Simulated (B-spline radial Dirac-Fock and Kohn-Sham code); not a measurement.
# W⁵⁴⁺: core levels and X-ray properties

Aim: for the W⁵⁴⁺ ion, compute its X-ray form factor and Compton profile, the binding energy of each subshell, how cheaper methods do for the levels and its two-hole states.

The numbers are computed with B-spline radial Dirac-Fock and Kohn-Sham code (version 2): a free atom or ion on a radial basis; each step names its model.

### 1 The system

W⁵⁴⁺, [Ar] 3d2.

| Item | Value |
| --- | --- |
| nuclear charge | 74 |
| electrons | 20 |
| mass number | 184 |
| nuclear rms radius | 5.3658 fm |

Outer shells as boxes (Hund's rule, for the drawing alone; heavy ions are jj-coupled, and the calculation averages over the configuration):

```
[Ar] core
3d [↑ ][↑ ][  ][  ][  ]
```

### 2 Scattering by the electron cloud

Model: Dirac-Fock average of configuration, finite nucleus; form factor of the spherical density, Waller-Hartree incoherent function, impulse-approximation Compton profiles.

Settings, as recorded:

```ini
task = scatter
Z = 74
charge = 54
configuration = 1s2 2s2 2p6 3s2 3p6 3d2
mass_number = 184
rms_radius = 5.3658  # fm
s = [0.0, 0.05, 0.1, 0.15, 0.2, 0.25, 0.3, 0.35, 0.4, 0.45, 0.5, 0.6, 0.7, 0.8, 0.9, 1.0, 1.1, 1.2, 1.4, 1.6, 1.8, 2.0, 2.5, 3.0, 3.5, 4.0, 5.0, 6.0]  # 1/A
pz = [0, 0.1, 0.14, 0.19, 0.26, 0.37, 0.51, 0.7, 0.97, 1.3, 1.9, 2.6, 3.5, 4.9, 6.8, 9.4, 13.0, 18.0, 25.0, 34.0, 47.0]  # a.u.
photon_energy = [1000, 5000, 8047.8, 17479.3, 20000, 50000, 500000, 1000000]  # eV
```

From the run's result record (rounded, not every field):

```text
status: converged
form_factor [e]: [20.0, 19.992, 19.968, 19.928, 19.872, 19.801, 19.714, 19.612, 19.496, 19.365, 19.22, 18.892, 18.514, 18.093, 17.634, 17.142, 16.623, 16.084, 14.967, 13.835, 12.727, 11.675, 9.4191, 7.7784, 6.6718, 5.9267, 4.9176, 4.0676]
incoherent: [1.2978e-11, 0.0081999, 0.032755, 0.073535, 0.13032, 0.20281, 0.29062, 0.3933, 0.51031, 0.64107, 0.78492, 1.1091, 1.4766, 1.8811, 2.3157, 2.7737, 3.2486, 3.7344, 4.7168, 5.6843, 6.611, 7.4812, 9.3716, 10.873, 12.059, 13.016, 14.504, 15.648]
compton_total [1/a.u.]: [0.6748, 0.67475, 0.67471, 0.67465, 0.67451, 0.67423, 0.67371, 0.67275, 0.67087, 0.66776, 0.65978, 0.64678, 0.62444, 0.57847, 0.50059, 0.38719, 0.26157, 0.16398, 0.097078, 0.051368, 0.022447]
shells: ["1s1/2", "2s1/2", "2p1/2", "2p3/2", "3s1/2", "3p1/2", "3p3/2", "3d3/2", "3d5/2"]
occupation: [2.0, 2.0, 2.0, 4.0, 2.0, 2.0, 4.0, 0.8, 1.2]
mean_momentum [a.u.]: [77.037, 27.821, 36.565, 32.431, 15.173, 17.947, 16.775, 20.03, 19.61]
r2 [bohr^2]: 0.43605
r_inverse [1/bohr]: 407.89
r1 [bohr]: 2.4276
coherent [b]: [265.82, 259.3, 249.1, 200.28, 185.79, 76.282, 1.8714, 0.49626]
incoherent_cross_section [b]: [0.0070559, 0.16933, 0.41842, 1.5886, 1.9375, 4.93, 5.4217, 4.1149]
radial_jk:
  3d: {"j0": [1.0, 0.99941, 0.99766, 0.99473, 0.99066, 0.98544, 0.9791, 0.97166, 0.96314, 0.95358, 0.94301, 0.91897, 0.89134, 0.86048, 0.82679, 0.79066, 0.75254, 0.71284, 0.63043, 0.54671, 0.46458, 0.38644, 0.21913, 0.10021, 0.026787, -0.012012, -0.031646, -0.023757], "j2": [0.0, 0.00023461, 0.00093726, 0.0021044, 0.0037303, 0.0058066, 0.0083232, 0.011267, 0.014625, 0.018379, 0.022511, 0.031829, 0.0424, 0.054027, 0.066495, 0.079583, 0.093064, 0.10671, 0.13366, 0.15883, 0.18091, 0.19895, 0.22349, 0.21997, 0.1964, 0.1629, 0.095827, 0.049007], "j4": [0.0, 2.1842e-08, 3.4905e-07, 1.7636e-06, 5.5581e-06, 1.3521e-05, 2.7914e-05, 5.1446e-05, 8.7242e-05, 0.0001388, 0.00020996, 0.00042784, 0.00077649, 0.0012937, 0.0020178, 0.0029856, 0.0042312, 0.005784, 0.0098988, 0.015433, 0.022362, 0.030537, 0.054536, 0.078983, 0.098545, 0.11017, 0.10977, 0.090286], "r2": 0.031846, "r4": 0.0016896, "r6": 0.00013465}
```

Form factor and incoherent function, every second point:

| s (1/Å) | f (e) | f / N | S(s) |
| --- | --- | --- | --- |
| 0 | 20.00 | 1.000 | 0 |
| 0.100 | 19.97 | 0.998 | 0.03276 |
| 0.200 | 19.87 | 0.994 | 0.1303 |
| 0.300 | 19.71 | 0.986 | 0.2906 |
| 0.400 | 19.50 | 0.975 | 0.5103 |
| 0.500 | 19.22 | 0.961 | 0.7849 |
| 0.700 | 18.51 | 0.926 | 1.477 |
| 0.900 | 17.63 | 0.882 | 2.316 |
| 1.10 | 16.62 | 0.831 | 3.249 |
| 1.40 | 14.97 | 0.748 | 4.717 |
| 1.80 | 12.73 | 0.636 | 6.611 |
| 2.50 | 9.419 | 0.471 | 9.372 |
| 3.50 | 6.672 | 0.334 | 12.06 |
| 5.00 | 4.918 | 0.246 | 14.50 |

### 3 Core and valence levels

Model: Dirac-Fock average of configuration, Delta-SCF, finite nucleus, first-order Breit with its frequency dependence, self-energy and vacuum polarisation.

The run's settings:

```ini
task = binding
```

From the run's result record (rounded, not every field):

```text
status: converged
shells: ["K", "L1", "L2", "L3", "M1", "M2", "M3", "M4,5"]
total_energy_parts [Ha]: [-13337.7558, 16.9998927, -1.67755684, -0.327156878, 13.9474039, -2.51893239]
koopmans [eV]: [73702.6, 15837.4, 15305.8, 13930.5, 6045.03, 5823.93, 5479.22, 5158.68]
dirac_coulomb [eV]: [73664.2, 15827.2, 15292.7, 13919.4, 6043.66, 5822.23, 5477.82, 5156.74]
gaunt [eV]: [-254.821, -28.4923, -46.6275, -31.7001, -6.63802, -11.0412, -7.56618, -3.90451]
retardation [eV]: [19.3255, 2.27393, 4.58399, 4.63217, 0.694658, 1.31951, 1.34536, 0.766563]
breit_frequency [eV]: [4.16189, -0.29589, -0.0824747, 1.77382, -0.0929156, -0.103393, 0.430896, -0.00648674]
self_energy [eV]: [-148.33, -21.7614, -0.241187, -1.69115, -5.66969, -0.243846, -0.548067, 0.189038]
vacuum_polarisation [eV]: [28.115, 3.8616, 0.171016, -0.132727, 0.974753, 0.0545496, -0.0343264, -0.0376474]
binding [eV]: [73312.6, 15782.8, 15250.5, 13892.3, 6032.93, 5812.22, 5471.45, 5153.75]
mean_radius [bohr]: [0.0183439, 0.0762701, 0.0631552, 0.0708536, 0.188997, 0.178439, 0.190434, 0.167481]
```

total_energy_parts: Dirac-Coulomb, Gaunt, retardation, frequency dependence, self-energy, vacuum polarisation. 

The binding energies by parts, in eV; the parts add up.

| level | -ε | relaxation | Breit | QED | binding |
| --- | --- | --- | --- | --- | --- |
| K (1s) | 73702.6 | -38.45 | -231.33 | -120.22 | 73312.6 |
| L1 (2s) | 15837.4 | -10.17 | -26.51 | -17.90 | 15782.8 |
| L2 (2p1/2) | 15305.8 | -13.11 | -42.13 | -0.07 | 15250.5 |
| L3 (2p3/2) | 13930.5 | -11.11 | -25.29 | -1.82 | 13892.3 |
| M1 (3s) | 6045.0 | -1.37 | -6.04 | -4.69 | 6032.9 |
| M2 (3p1/2) | 5823.9 | -1.70 | -9.83 | -0.19 | 5812.2 |
| M3 (3p3/2) | 5479.2 | -1.40 | -5.79 | -0.58 | 5471.4 |
| M4,5 (3d) | 5158.7 | -1.94 | -3.14 | 0.15 | 5153.7 |

Line energies follow by subtraction:

| line | energy (eV) |
| --- | --- |
| Kβ1 (K-M3) | 67841.2 |
| Kβ3 (K-M2) | 67500.4 |
| Kα1 (K-L3) | 59420.3 |
| Kα2 (K-L2) | 58062.1 |
| Lβ3 (L1-M3) | 10311.3 |
| Lβ4 (L1-M2) | 9970.6 |
| Lη (L2-M1) | 9217.6 |
| Lℓ (L3-M1) | 7859.4 |

### 4 Dirac LDA, for comparison

Model: Dirac-Kohn-Sham LDA (Slater exchange, VWN correlation), finite nucleus, spherical and without spin polarisation.

Recorded inputs:

```ini
task = binding-ladder
method = lda,vwn
relativity = dirac
```

From the run's result record (rounded, not every field):

```text
status: converged
shells: ["K", "L1", "L2", "L3", "M1", "M2", "M3", "M4,5"]
minus_eigenvalue [eV]: [73047.9, 15597.8, 15113.2, 13743.8, 5946.83, 5756.82, 5412.99, 5086.89]
delta_scf [eV]: [73652.2, 15743.1, 15290.1, 13901.3, 6007.98, 5821.82, 5473.91, 5156.9]
total_energy [Ha]: -13331.0202
dirac_fock_binding [eV]: [73312.6, 15782.8, 15250.5, 13892.3, 6032.93, 5812.22, 5471.45, 5153.75]
```

Beside the Dirac-Fock ΔSCF result with Breit and QED, in eV:

```csv
level,-ε,miss,ΔSCF,miss,Dirac-Fock
K,73047.9,-264.7,73652.2,+339.6,73312.6
L1,15597.8,-185.0,15743.1,-39.7,15782.8
L2,15113.2,-137.3,15290.1,+39.5,15250.5
L3,13743.8,-148.5,13901.3,+9.0,13892.3
M1,5946.8,-86.1,6008.0,-24.9,6032.9
M2,5756.8,-55.4,5821.8,+9.6,5812.2
M3,5413.0,-58.5,5473.9,+2.5,5471.4
"M4,5",5086.9,-66.9,5156.9,+3.2,5153.7
```

### 5 Double vacancies and Auger multiplets

Model: Dirac-Fock average of configuration, Delta-SCF, finite nucleus, first-order Breit with its frequency dependence, self-energy and vacuum polarisation; two-hole levels by intermediate coupling within the shell, Auger rates as independent-particle Coulomb matrix elements.

Settings, as recorded:

```ini
task = double
```

From the run's result record (rounded, not every field):

```text
status: converged
single_binding [eV]: {"K": 73312.62, "L1": 15782.79, "L2": 15250.53, "L3": 13892.29, "M1": 6032.928, "M2": 5812.219, "M3": 5471.448, "M4,5": 5153.745}
double_binding [eV]:
  KK: 148114.9
  KL2: 89068.64
  KL3: 87635.06
  KM2: 79329.36
  KM3: 78968.88
  L1L1: 31871.66
  L1L2: 31330.76
  L1L3: 29957.01
  L1M2: 21762.61
  L1M3: 21413.17
  L2L2: 30876.34
  L2L3: 29473.24
  L2M1: 21445.87
  L2M3: 20887.23
  L3L3: 28105.01
  L3M1: 20084.81
  L3M2: 19875.25
  M2M2: 11759.29
  M2M3: 11407.24
  M3M3: 11065.0
auger_lines [eV]:
  K-L123: [["L2L3", 2, 0.999818, 43829.3, 0.378495], ["L1L2", 1, 0.99808, 41969.1, 0.163065], ["L3L3", 2, 0.999818, 45216.8, 0.129484], ["L1L3", 1, 0.99808, 43305.5, 0.1216], ["L1L1", 0, 0.995541, 41434.9, 0.116767], ["L1L3", 2, 1.0, 43387.2, 0.0300399]]
  L2-M23: [["M2M3", 2, 0.999563, 3839.25, 0.248138], ["M2M2", 0, 0.999268, 3490.74, 0.122954], ["M2M3", 1, 1.0, 3849.77, 0.113856], ["M3M3", 0, 0.999268, 4168.78, 0.00353482], ["M3M3", 2, 0.999563, 4189.13, 0.00234553]]
  L3-M23: [["M3M3", 2, 0.999563, 2830.89, 0.217257], ["M2M3", 2, 0.999563, 2481.0, 0.155759], ["M2M3", 1, 1.0, 2491.53, 0.0684767], ["M3M3", 0, 0.999268, 2810.54, 0.0674884], ["M2M2", 0, 0.999268, 2132.5, 0.000952457]]
```

Auger rows: leading holes, J, purity, kinetic energy, width; the six strongest of each group. Left out are hole states that did not converge, or in which two open shells of one symmetry are about equally filled, where the average of configuration falls too low.

Hole-hole repulsion U = E(ab) - E(a) - E(b), in eV:

| holes | double | sum of singles | U |
| --- | --- | --- | --- |
| K K | 148114.9 | 146625.2 | 1489.6 |
| K L2 | 89068.6 | 88563.2 | 505.5 |
| K L3 | 87635.1 | 87204.9 | 430.2 |
| K M2 | 79329.4 | 79124.8 | 204.5 |
| K M3 | 78968.9 | 78784.1 | 184.8 |
| L1 L1 | 31871.7 | 31565.6 | 306.1 |
| L1 L2 | 31330.8 | 31033.3 | 297.4 |
| L1 L3 | 29957.0 | 29675.1 | 281.9 |
| L1 M2 | 21762.6 | 21595.0 | 167.6 |
| L1 M3 | 21413.2 | 21254.2 | 158.9 |
| L2 L2 | 30876.3 | 30501.1 | 375.3 |
| L2 L3 | 29473.2 | 29142.8 | 330.4 |
| L2 M1 | 21445.9 | 21283.5 | 162.4 |
| L2 M3 | 20887.2 | 20722.0 | 165.2 |
| L3 L3 | 28105.0 | 27784.6 | 320.4 |
| L3 M1 | 20084.8 | 19925.2 | 159.6 |
| L3 M2 | 19875.2 | 19704.5 | 170.7 |
| M2 M2 | 11759.3 | 11624.4 | 134.9 |
| M2 M3 | 11407.2 | 11283.7 | 123.6 |
| M3 M3 | 11065.0 | 10942.9 | 122.1 |

### 6 non-relativistic HF, for comparison

Model: non-relativistic Hartree-Fock, average of configuration, point nucleus.

Recorded inputs:

```ini
task = binding-ladder
method = hf
relativity = nr
```

From the run's result record (rounded, not every field):

```text
status: converged
shells: ["1s", "2s", "2p", "3s", "3p", "3d"]
minus_eigenvalue [eV]: [67972.6, 14259.0, 13829.8, 5582.25, 5395.48, 5138.17]
delta_scf [eV]: [67941.6, 14250.7, 13819.3, 5581.12, 5394.14, 5136.21]
total_energy [Ha]: -12493.8757
```

Beside the Dirac-Fock ΔSCF result with Breit and QED, in eV:

```csv
level,-ε,miss,ΔSCF,miss,Dirac-Fock
1s,67972.6,-5340.0,67941.6,-5371.0,73312.6
2s,14259.0,-1523.8,14250.7,-1532.1,15782.8
2p,13829.8,-515.3,13819.3,-525.7,14345.0
3s,5582.3,-450.7,5581.1,-451.8,6032.9
3p,5395.5,-189.6,5394.1,-190.9,5585.0
3d,5138.2,-15.6,5136.2,-17.5,5153.7
```

Spin-orbit partners are averaged with weights 2j + 1.

### 7 Methods side by side

| method | level | eigenvalue miss (%) | ΔSCF miss (%) | time |
| --- | --- | --- | --- | --- |
| Dirac LDA | K | -0.36 | +0.46 | 1 s |
| non-relativistic HF | 1s | -7.28 | -7.33 | 0.12 s |
| Dirac-Fock + Breit + QED | all | - | reference | 1.7 s |

Times cover the ground state and all hole states of a step, on one thread of a shared host; states solved in an earlier step are reused, and a first call can include compiling.

### 8 Summary of results

| quantity | value |
| --- | --- |
| rms radius of the electron cloud | 0.148 bohr |
| form factor halves at | 2.4 1/Å |
| Compton profile at zero | 0.6748 1/a.u. |
| deepest level listed, K (1s) | 73312.6 eV |
| least bound, M4,5 (3d) | 5153.7 eV |
| Kα1 | 59420.3 eV |
| ionisation energy, NIST (semi-empirical) | 5209.00 eV |
| Dirac LDA, K: eigenvalue / ΔSCF | 73047.9 / 73652.2 eV |
| largest U, K K | 1489.6 eV |
| strongest line of K-L123 | L2L3, J = 2, 43829.3 eV |
| non-relativistic HF, 1s: eigenvalue / ΔSCF | 67972.6 / 67941.6 eV |

f falls from 20 to half of that at s = 2.4 1/Å. Incoherent scattering outweighs coherent from 500 keV on, among the energies asked. For K (1s), relaxation takes off 38.5 eV, Breit terms shift it by -231.33 and QED by -120.22 eV. NIST's ionisation energy differs by +55.25 eV from the least binding energy; the calculation averages open shells over their j components and terms. Dirac LDA misses the K level by -0.4 % with its eigenvalue and by +0.5 % with ΔSCF. Breit and QED terms, which only the reference holds, shift this level by tenths of a per cent, so the eigenvalue's nearness can be cancellation. Two holes repel most in K K, by 1489.6 eV, and least in M3 M3, by 122.1 eV. In the K-L123 Auger group the L2L3 J = 2 line carries 38 % of the rate. Non-relativistic HF misses the 1s level by -7.3 % with its eigenvalue and by -7.3 % with ΔSCF, as relativity is missing. The Hartree-Fock and Dirac-Fock values hold no electron correlation.
